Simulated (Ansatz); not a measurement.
# H4O4Si: molecular dynamics

The plan is to follow the molecule's vibrations and see whether its bonds hold. The start is relaxed first. Runs: 300 steps of 0.25 fs under a Nosé-Hoover thermostat at 500 K. SMILES of the start: O[Si](O)(O)O.

Method: RKS B3LYP-D4/6-31G, in Ansatz 0.2.0.

### 1 The system as given

Bond lengths: Si1–O2 1.680 Å, O2–H3 1.010 Å, Si1–O4 1.680 Å, O4–H5 1.010 Å, Si1–O6 1.679 Å, O6–H7 1.010 Å, Si1–O8 1.679 Å, O8–H9 1.010 Å. Angles: Si1–O2–H3 109.5°, O2–Si1–O4 109.4°, O2–Si1–O6 109.5°, O2–Si1–O8 109.5°, O4–Si1–O6 109.5°, O4–Si1–O8 109.5°, O6–Si1–O8 109.5°, Si1–O4–H5 109.5°, Si1–O6–H7 109.5°, Si1–O8–H9 109.5°.

As a file:

```xyz
9

Si    0.0000    0.0000    0.0000
O     0.0000    0.0000    1.6800
H    -0.9095   -0.2814    2.0171
O     1.5842    0.0000   -0.5594
H     1.9006   -0.9521   -0.6761
O    -0.7913    1.3709   -0.5594
H    -1.7491    1.1401   -0.7818
O    -0.7913   -1.3709   -0.5594
H    -1.2459   -1.8365    0.2129
```

### 2 Preparing the start

The input, input.yaml:

```yaml
crystal:
  periodic: [false, false, false]
  atoms:
    - { symbol: Si, position_ang: [0.0, 0.0, 0.0] }
    - { symbol: O, position_ang: [0.0, 0.0, 1.68] }
    - { symbol: H, position_ang: [-0.9095, -0.2814, 2.0171] }
    - { symbol: O, position_ang: [1.5842, 0.0, -0.5594] }
    - { symbol: H, position_ang: [1.9006, -0.9521, -0.6761] }
    - { symbol: O, position_ang: [-0.7913, 1.3709, -0.5594] }
    - { symbol: H, position_ang: [-1.7491, 1.1401, -0.7818] }
    - { symbol: O, position_ang: [-0.7913, -1.3709, -0.5594] }
    - { symbol: H, position_ang: [-1.2459, -1.8365, 0.2129] }
basis:
  gaussian: { orbitals: "6-31G" }
hamiltonian:
  xc: b3lyp
  dispersion: d4
relax:
  f_tol: 0.02
  max_steps: 40
```

Command:

```console
ansatz run input.yaml --threads 1 --pin off --max-ram 2048MiB --backend cpu --events-out ev --progress --plain --runs-dir out
```

The program printed (excerpt; [...] marks lines left out):

```text
Warning: RAYON_NUM_THREADS=1 ignored (pool sized by the plan → 1); use --threads N
[...]
Functional definition: B3LYP
[...]
651 factors; integrals over basis functions are off by at most 1.8e-4 eV
[...]
mean field -16130.05005558 eV, -592.7684062018 hartree, gradient 7.0e-6 eV, S^2 0.000000; 0 other end points of the search recorded, 0 dependent functions left out
[...]
reference -16130.05027561 eV, -592.7684142877 hartree; 25, 25 occupied and 32, 32 virtual orbitals, 651 factors
relax step   1: F+E_penalty+E_count = -16130.33215903 eV  Δ(F+E_penalty+E_count) = +0.000e0 eV  max|allowed force component| = 2.084e0 eV/Å  Δτ_max = 0.0000 Å  (27 SCF iters, accepted)
[...]
relax step   3: F+E_penalty+E_count = -16130.96421149 eV  Δ(F+E_penalty+E_count) = -2.239e-1 eV  max|allowed force component| = 4.680e-1 eV/Å  Δτ_max = 0.1923 Å  (29 SCF iters, accepted)
[...]
relax step   5: F+E_penalty+E_count = -16131.16495530 eV  Δ(F+E_penalty+E_count) = -8.244e-2 eV  max|allowed force component| = 2.120e-1 eV/Å  Δτ_max = 0.2000 Å  (33 SCF iters, accepted)
[...]
relax step   7: F+E_penalty+E_count = -16131.28321156 eV  Δ(F+E_penalty+E_count) = -5.018e-2 eV  max|allowed force component| = 2.201e-1 eV/Å  Δτ_max = 0.2000 Å  (29 SCF iters, accepted)
[...]
relax step   9: F+E_penalty+E_count = -16131.29446536 eV  Δ(F+E_penalty+E_count) = +4.418e-4 eV  max|allowed force component| = 1.633e-1 eV/Å  Δτ_max = 0.0252 Å  (29 SCF iters, rejected (line search))
[...]
relax step  10: F+E_penalty+E_count = -16131.29512161 eV  Δ(F+E_penalty+E_count) = -2.144e-4 eV  max|allowed force component| = 7.276e-2 eV/Å  Δτ_max = 0.0124 Å  (23 SCF iters, accepted)
[...]
relax step  11: F+E_penalty+E_count = -16131.29541855 eV  Δ(F+E_penalty+E_count) = -2.969e-4 eV  max|allowed force component| = 1.921e-3 eV/Å  Δτ_max = 0.0150 Å  (24 SCF iters, accepted)
651 factors; integrals over basis functions are off by at most 1.7e-4 eV
[...]
mean field -16131.01744846 eV, -592.8039572347 hartree, gradient 1.9e-5 eV, S^2 0.000000; 1 other end points of the search recorded, 0 dependent functions left out
[...]
reference -16131.01767075 eV, -592.8039654036 hartree; 25, 25 occupied and 32, 32 virtual orbitals, 651 factors
Total energy: -16131.29564084 eV, -592.8141806158 hartree
Atom 0 at    -0.221479    -0.214176     0.086400 Å, force     0.000560     0.000928    -0.001363 eV/Å
Atom 1 at    -0.304673    -0.344579     1.772739 Å, force    -0.000859    -0.000119     0.000851 eV/Å
Atom 2 at    -0.411785     0.420496     2.358186 Å, force     0.000634    -0.000664    -0.000077 eV/Å
Atom 3 at     1.300029     0.084020    -0.594686 Å, force    -0.000256    -0.000294    -0.000914 eV/Å
Atom 4 at     1.928257    -0.620368    -0.815448 Å, force     0.000342     0.000733     0.000265 eV/Å
Atom 5 at    -1.176339     1.125035    -0.316477 Å, force    -0.001921     0.000388     0.000244 eV/Å
Atom 6 at    -1.062679     1.630725    -1.135485 Å, force     0.001884     0.000155    -0.000162 eV/Å
Atom 7 at    -0.705165    -1.721336    -0.515708 Å, force     0.000452     0.000351     0.000719 eV/Å
Atom 8 at    -1.348466    -2.289718    -0.065621 Å, force    -0.000837    -0.001478     0.000436 eV/Å
Dipole moment:    -0.003649    -0.000694    -0.002100 e Å
```

Run time: 35 s. Hardware: 1 thread of Arm Neoverse V1, shared host; peak memory 0.12 GiB.

The steps of the relaxation:

| step | energy from step 1 (eV) | largest force component (eV/Å) |
| --- | --- | --- |
| 1 | 0.0000 | 2.0843 |
| 2 | -0.4082 | 1.3727 |
| 3 | -0.6321 | 0.4680 |
| 4 | -0.7504 | 0.4222 |
| 5 | -0.8328 | 0.2120 |
| 6 | -0.9009 | 0.2707 |
| 7 | -0.9511 | 0.2201 |
| 8 | -0.9627 | 0.0189 |
| 9x | -0.9623 | 0.1633 |
| 10 | -0.9630 | 0.0728 |
| 11 | -0.9633 | 0.0019 |

Step 1 is the start. 1 step was tried and not accepted (marked x).

After: Bond lengths: Si1–O2 1.693 Å, O2–H3 0.969 Å, Si1–O4 1.693 Å, O4–H5 0.969 Å, Si1–O6 1.693 Å, O6–H7 0.969 Å, Si1–O8 1.694 Å, O8–H9 0.969 Å. Angles: Si1–O2–H3 123.1°, O2–Si1–O4 117.3°, O2–Si1–O6 105.7°, O2–Si1–O8 105.8°, O4–Si1–O6 105.8°, O4–Si1–O8 105.7°, O6–Si1–O8 117.3°, Si1–O4–H5 123.1°, Si1–O6–H7 123.2°, Si1–O8–H9 123.1°.

### 3 Dynamics

300 steps of 0.25 fs under a Nosé-Hoover thermostat at 500 K, from the relaxed start.

The input, input.yaml:

```yaml
crystal:
  periodic: [false, false, false]
  atoms:
    - { symbol: Si, position_ang: [-0.221479, -0.214176, 0.0864] }
    - { symbol: O, position_ang: [-0.304673, -0.344579, 1.772739] }
    - { symbol: H, position_ang: [-0.411785, 0.420496, 2.358186] }
    - { symbol: O, position_ang: [1.300029, 0.08402, -0.594686] }
    - { symbol: H, position_ang: [1.928257, -0.620368, -0.815448] }
    - { symbol: O, position_ang: [-1.176339, 1.125035, -0.316477] }
    - { symbol: H, position_ang: [-1.062679, 1.630725, -1.135485] }
    - { symbol: O, position_ang: [-0.705165, -1.721336, -0.515708] }
    - { symbol: H, position_ang: [-1.348466, -2.289718, -0.065621] }
basis:
  gaussian: { orbitals: "6-31G" }
hamiltonian:
  xc: b3lyp
  dispersion: d4
md:
  timestep: 0.25
  n_steps: 300
  ensemble: nvt_nose_hoover
  temperature: 500.0
  initial_velocities: maxwell_boltzmann
  seed: 780644
  nose_hoover: { tau: 50.0, chain_length: 3 }
```

Command:

```console
ansatz run input.yaml --threads 1 --pin off --max-ram 2048MiB --backend cpu --events-out ev --progress --plain --runs-dir out
```

The program printed (excerpt; [...] marks lines left out):

```text
Warning: RAYON_NUM_THREADS=1 ignored (pool sized by the plan → 1); use --threads N
[...]
[... 1 set-up line as earlier in the session ...]
[...]
651 factors; integrals over basis functions are off by at most 1.4e-4 eV
[...]
mean field -16131.01730458 eV, -592.8039519472 hartree, gradient 4.1e-5 eV, S^2 0.000000; 0 other end points of the search recorded, 0 dependent functions left out
[...]
reference -16131.01753076 eV, -592.8039602589 hartree; 25, 25 occupied and 32, 32 virtual orbitals, 651 factors
md step     0: t =     0.00 fs  T =   500.0 K  F+E_penalty+E_count = -16131.29527468 eV  E_kin = 0.452410 eV  conserved = -16130.84286468 eV  (24 SCF iters)
[...]
md step    20: t =     5.00 fs  T =   368.8 K  F+E_penalty+E_count = -16131.17621726 eV  E_kin = 0.333732 eV  conserved = -16130.84278613 eV  (24 SCF iters)
[...]
md step    40: t =    10.00 fs  T =   185.7 K  F+E_penalty+E_count = -16131.00886137 eV  E_kin = 0.167992 eV  conserved = -16130.84265555 eV  (27 SCF iters)
[...]
md step    60: t =    15.00 fs  T =   170.2 K  F+E_penalty+E_count = -16130.99194592 eV  E_kin = 0.154010 eV  conserved = -16130.84262254 eV  (24 SCF iters)
[...]
md step    79: t =    19.75 fs  T =   202.0 K  F+E_penalty+E_count = -16131.01503091 eV  E_kin = 0.182771 eV  conserved = -16130.84260045 eV  (23 SCF iters)
md step    80: t =    20.00 fs  T =   199.5 K  F+E_penalty+E_count = -16131.01243930 eV  E_kin = 0.180539 eV  conserved = -16130.84258924 eV  (23 SCF iters)
```

### 4 More of the same log: dynamics from the start

Output, continued (excerpt; [...] marks lines left out):

```text
md step    81: t =    20.25 fs  T =   198.7 K  F+E_penalty+E_count = -16131.01134477 eV  E_kin = 0.179795 eV  conserved = -16130.84259100 eV  (24 SCF iters)
[...]
md step   107: t =    26.75 fs  T =   171.6 K  F+E_penalty+E_count = -16130.97644240 eV  E_kin = 0.155255 eV  conserved = -16130.84280065 eV  (24 SCF iters)
[...]
md step   133: t =    33.25 fs  T =   208.0 K  F+E_penalty+E_count = -16130.99525072 eV  E_kin = 0.188181 eV  conserved = -16130.84252395 eV  (26 SCF iters)
[...]
md step   159: t =    39.75 fs  T =   336.5 K  F+E_penalty+E_count = -16131.08345331 eV  E_kin = 0.304511 eV  conserved = -16130.84282661 eV  (24 SCF iters)
[...]
md step   183: t =    45.75 fs  T =   320.2 K  F+E_penalty+E_count = -16131.03700357 eV  E_kin = 0.289706 eV  conserved = -16130.84250159 eV  (24 SCF iters)
md step   184: t =    46.00 fs  T =   322.0 K  F+E_penalty+E_count = -16131.03731538 eV  E_kin = 0.291385 eV  conserved = -16130.84248059 eV  (24 SCF iters)
```

### 5 The output, continued: dynamics from the start

The log, continued (excerpt; [...] marks lines left out):

```text
md step   185: t =    46.25 fs  T =   327.0 K  F+E_penalty+E_count = -16131.04040720 eV  E_kin = 0.295841 eV  conserved = -16130.84247741 eV  (24 SCF iters)
[...]
md step   206: t =    51.50 fs  T =   497.7 K  F+E_penalty+E_count = -16131.15796830 eV  E_kin = 0.450294 eV  conserved = -16130.84264068 eV  (24 SCF iters)
[...]
md step   227: t =    56.75 fs  T =   413.6 K  F+E_penalty+E_count = -16131.04474923 eV  E_kin = 0.374202 eV  conserved = -16130.84272218 eV  (24 SCF iters)
[...]
md step   248: t =    62.00 fs  T =   283.1 K  F+E_penalty+E_count = -16130.90465667 eV  E_kin = 0.256136 eV  conserved = -16130.84275772 eV  (25 SCF iters)
[...]
md step   299: t =    74.75 fs  T =   414.5 K  F+E_penalty+E_count = -16130.97304847 eV  E_kin = 0.375052 eV  conserved = -16130.84271806 eV  (25 SCF iters)
[...]
Total energy: -16130.97758095 eV, -592.8024921304 hartree
Atom 0 at    -0.238809    -0.214414     0.067950 Å, force    -0.060279     0.690897    -0.743857 eV/Å
Atom 1 at    -0.200931    -0.325067     1.734228 Å, force    -0.256486     0.106286     0.735686 eV/Å
Atom 2 at    -0.722341     0.197576     2.360411 Å, force     0.116332     0.052070    -0.059138 eV/Å
Atom 3 at     1.382611     0.057959    -0.481401 Å, force    -0.937581    -0.321826    -0.239460 eV/Å
Atom 4 at     1.705573    -0.476545    -1.233659 Å, force     0.061386     0.082983     0.195594 eV/Å
Atom 5 at    -1.256631     1.143530    -0.371154 Å, force     0.461533    -1.173646     0.409019 eV/Å
Atom 6 at    -1.056622     1.971688    -0.840837 Å, force     0.271459    -0.448444     0.061102 eV/Å
Atom 7 at    -0.751338    -1.738219    -0.492433 Å, force    -0.056450     0.171778    -0.329341 eV/Å
Atom 8 at    -1.288522    -2.466612    -0.118613 Å, force     0.400086     0.839904    -0.029606 eV/Å
Dipole moment:    -0.285772     0.045681    -0.111193 e Å
```

Run time: 14 min. Hardware: 1 thread of Arm Neoverse V1, shared host; peak memory 0.12 GiB.

### 6 What the atoms did

One step in 16; energies are changes from step 0:

| time (fs) | T (K) | potential energy change (meV/atom) | conserved energy change (meV/atom) |
| --- | --- | --- | --- |
| 0.0 | 500 | 0.0 | 0.00 |
| 4.0 | 409 | 9.2 | 0.01 |
| 8.0 | 244 | 25.9 | 0.02 |
| 12.0 | 155 | 35.0 | 0.03 |
| 16.0 | 176 | 33.2 | 0.03 |
| 20.0 | 200 | 31.4 | 0.03 |
| 24.0 | 174 | 34.7 | 0.03 |
| 28.0 | 144 | 38.5 | 0.03 |
| 32.0 | 204 | 33.3 | 0.02 |
| 36.0 | 301 | 25.1 | 0.01 |
| 40.0 | 334 | 23.9 | 0.01 |
| 44.0 | 337 | 25.9 | 0.01 |
| 48.0 | 420 | 20.1 | 0.01 |
| 52.0 | 517 | 13.7 | 0.01 |
| 56.0 | 423 | 26.5 | 0.03 |
| 60.0 | 259 | 45.1 | 0.05 |
| 64.0 | 245 | 48.1 | 0.05 |
| 68.0 | 349 | 39.3 | 0.04 |
| 72.0 | 390 | 37.1 | 0.03 |
| 75.0 | 420 | 35.3 | 0.01 |

time (fs), T (K) and a bar:
```
      0.0        500 ############################
      3.2        421 ######################
      6.5        278 ###########
      9.8        197 #####
     13.0        174 ###
     16.2        183 ####
     19.5        206 #####
     22.8        212 ######
     26.0        169 ##
     29.2        138 
     32.5        202 #####
     35.8        301 #############
     39.2        333 ###############
     42.5        298 ############
     45.8        320 ##############
     49.0        456 #########################
     52.2        524 ##############################
     55.5        430 #######################
     58.8        310 #############
     62.0        283 ###########
     65.2        286 ############
     68.5        349 ################
     71.8        399 ####################
     75.0        420 ######################
```

### 7 Snapshots as a file

Extended XYZ, with forces in eV/Å:

```xyz
9
time_fs=9.5 T=207 dE=0.2667
Si   -0.177   -0.220    0.127   -2.428   -0.059   -1.958
O    -0.360   -0.322    1.799    0.441   -0.243    0.047
H    -0.271    0.490    2.313   -0.150    0.205    0.429
O     1.270    0.071   -0.656    0.606    0.327    0.284
H     2.018   -0.529   -0.570    0.409   -0.203   -0.240
O    -1.179    1.157   -0.300    0.768   -0.928    0.122
H    -1.160    1.501   -1.217    0.051   -0.119    0.301
O    -0.709   -1.754   -0.581    0.155    0.917    1.460
H    -1.273   -2.290    0.026    0.149    0.105   -0.445
9
time_fs=18.8 T=221 dE=0.2612
Si   -0.194   -0.229    0.119   -0.477   -0.122   -0.383
O    -0.391   -0.298    1.833    0.575   -0.764   -1.133
H    -0.264    0.474    2.390   -0.058    0.454    0.263
O     1.283    0.061   -0.701   -0.702    0.423    0.716
H     2.110   -0.386   -0.515    0.499   -0.394   -0.036
O    -1.147    1.142   -0.272    0.113   -0.380   -0.628
H    -1.229    1.367   -1.225   -0.017    0.156    0.412
O    -0.696   -1.734   -0.587   -0.186    0.229    1.197
H    -1.242   -2.355   -0.047    0.253    0.398   -0.407
9
time_fs=28.0 T=144 dE=0.3463
Si   -0.225   -0.239    0.098    2.066    0.357    1.187
O    -0.391   -0.291    1.831    0.523   -1.100   -1.570
H    -0.360    0.465    2.414   -0.021    0.665    0.192
O     1.292    0.059   -0.707   -1.658    0.497    0.778
H     2.154   -0.322   -0.570    0.538   -0.549    0.189
O    -1.109    1.106   -0.259   -1.143    1.088   -1.118
H    -1.327    1.406   -1.164    0.184    0.006    0.494
O    -0.678   -1.686   -0.548   -0.967   -1.750    0.027
H    -1.261   -2.405   -0.217    0.478    0.786   -0.179
9
time_fs=37.5 T=291 dE=0.2426
Si   -0.207   -0.239    0.102    0.005    0.758   -0.555
O    -0.362   -0.309    1.778    0.432   -0.526    0.020
H    -0.506    0.514    2.246   -0.147    0.553    0.533
O     1.261    0.067   -0.668   -0.155    0.481    0.351
H     2.062   -0.444   -0.581    0.569   -0.462   -0.036
O    -1.115    1.105   -0.274   -0.838    0.764   -0.347
H    -1.375    1.586   -1.081    0.438   -0.502    0.432
O    -0.678   -1.684   -0.513   -1.147   -2.183   -0.370
H    -1.347   -2.384   -0.317    0.843    1.118   -0.028
9
time_fs=47.0 T=359 dE=0.2297
Si   -0.189   -0.221    0.092   -2.439   -0.287   -1.127
O    -0.315   -0.324    1.743    0.072   -0.095    0.886
H    -0.675    0.468    2.152   -0.170    0.425    0.758
O     1.257    0.081   -0.608    1.525    0.117   -0.477
H     1.908   -0.625   -0.668    0.580   -0.127   -0.270
O    -1.158    1.127   -0.283   -0.159    0.153   -0.180
H    -1.219    1.674   -1.093    0.258   -0.556    0.499
O    -0.690   -1.738   -0.505   -0.812   -0.445    0.101
H    -1.503   -2.249   -0.237    1.145    0.816   -0.189
9
time_fs=56.2 T=420 dE=0.2418
Si   -0.229   -0.208    0.054    0.771   -0.634    1.214
O    -0.273   -0.318    1.763    0.130   -0.493   -0.792
H    -0.767    0.284    2.322   -0.178    0.488    0.287
O     1.336    0.085   -0.565   -0.686    0.005   -0.046
H     1.868   -0.643   -0.916    0.198   -0.119   -0.039
O    -1.208    1.143   -0.283    0.417    0.245   -1.103
H    -0.925    1.626   -1.099   -0.504    0.035    0.512
O    -0.698   -1.784   -0.506   -1.204    0.673    0.625
H    -1.565   -2.043   -0.068    1.057   -0.201   -0.658
9
time_fs=65.5 T=299 dE=0.3878
Si   -0.256   -0.211    0.042    1.750    0.011    1.523
O    -0.238   -0.314    1.771    0.241   -0.536   -1.381
H    -0.752    0.142    2.438   -0.248    0.489    0.060
O     1.403    0.077   -0.529   -1.974   -0.079    0.312
H     1.831   -0.553   -1.133   -0.046   -0.158    0.064
O    -1.246    1.156   -0.314    0.739   -0.143   -0.773
H    -0.878    1.757   -1.008   -0.461   -0.174    0.399
O    -0.718   -1.783   -0.498   -1.084    0.256    0.449
H    -1.512   -2.187   -0.034    1.083    0.334   -0.653
9
time_fs=75.0 T=420 dE=0.3179
Si   -0.239   -0.214    0.068   -0.060    0.691   -0.744
O    -0.201   -0.325    1.734   -0.257    0.106    0.736
H    -0.722    0.198    2.360    0.116    0.052   -0.059
O     1.383    0.058   -0.481   -0.938   -0.322   -0.239
H     1.706   -0.476   -1.234    0.061    0.083    0.196
O    -1.257    1.143   -0.371    0.462   -1.174    0.409
H    -1.057    1.972   -0.841    0.272   -0.448    0.061
O    -0.751   -1.738   -0.492   -0.056    0.172   -0.329
H    -1.288   -2.467   -0.119    0.400    0.840   -0.030
```

### 8 What came out

```
                              quantity                          value
               relaxation of the start        9 moves, 0.963 eV lower
                                length           300 steps of 0.25 fs
      temperature, first and last step                  500 and 420 K
              temperature, second half  mean 364 K, from 245 to 530 K
         potential energy, second half    +31 meV/atom from the start
largest change of the conserved energy                  0.05 meV/atom
                bonds formed or broken                              0
```

What this shows: Against a set 500 K the second half averages 364 K with a spread of 74 K; 31 meV/atom has gone into potential energy, and a thermostat that acts over some 50 fs has not made it up in 75 fs. The conserved energy strays from its start by at most 0.05 meV/atom, 0.2 % of the mean kinetic energy, which is good for a step of 0.25 fs. The bonding pattern survives the run. A run of 75 fs with 9 atoms shows the motion but fixes no equilibrium value. The nuclei move classically, without zero-point motion, which matters most for hydrogen. In so small a basis the energies are only a sketch.
